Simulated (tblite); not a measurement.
# C6H11B: the cost of one run

Computed with tblite 0.8.0 and PySCF 2.14.0, with density-fitted response routines of our own, on a single molecule in the gas phase. Atoms count from 0, in the outputs and in this text.

## 1. The molecule as given

18 atoms, charge 0, multiplicity 1; geometry from: force field or distance geometry start.

Bonds of the start (Å): B0–C1 1.58, C1–C2 1.31, C2–C3 1.47, C1–C4 1.44, C4–C5 1.35, C4–C6 1.47, B0–H7 1.19, B0–H8 1.18, C2–H9 1.09, C3–H10 1.10, C3–H11 1.10, C3–H12 1.13, C5–H13 1.07, C5–H14 1.11, C6–H15 1.12, C6–H16 1.09, C6–H17 1.15.

## 2. Relaxing the molecule with GFN2-xTB

What the job is given:

```
{"job": {"kind": "relax", "xc": "GFN2-xTB", "basis": "xTB"}, "charge": 0, "multiplicity": 1}
B     -0.494200     2.172900     0.627900
C      0.060100     0.782700     0.112600
C      1.276000     0.814100    -0.365800
C      1.949000    -0.378200    -0.893600
C     -0.801800    -0.362900     0.261500
C     -2.011600    -0.104500     0.808300
C     -0.574100    -1.756800    -0.131700
H     -0.538400     2.352900     1.801700
H     -0.342000     3.065200    -0.126000
H      1.811500     1.758100    -0.411100
H      1.585100    -0.575500    -1.916900
H      1.818500    -1.201500    -0.178600
H      3.055600    -0.150100    -0.914400
H     -2.700100    -0.919800     0.935300
H     -2.246600     0.933500     1.120200
H     -0.013200    -2.371500     0.612500
H     -0.222100    -1.825300    -1.160900
H     -1.620300    -2.226800    -0.192600
```

Command:

```sh
$ OMP_NUM_THREADS=1 python probes_run.py task.json out
```

One launch serves the whole session: the jobs run in the order shown.

Q: Estimate the wall time and peak memory of this first job on 1 thread of Arm Neoverse V2, shared host.

About 1.1 s, with a peak of 0.18 GiB.
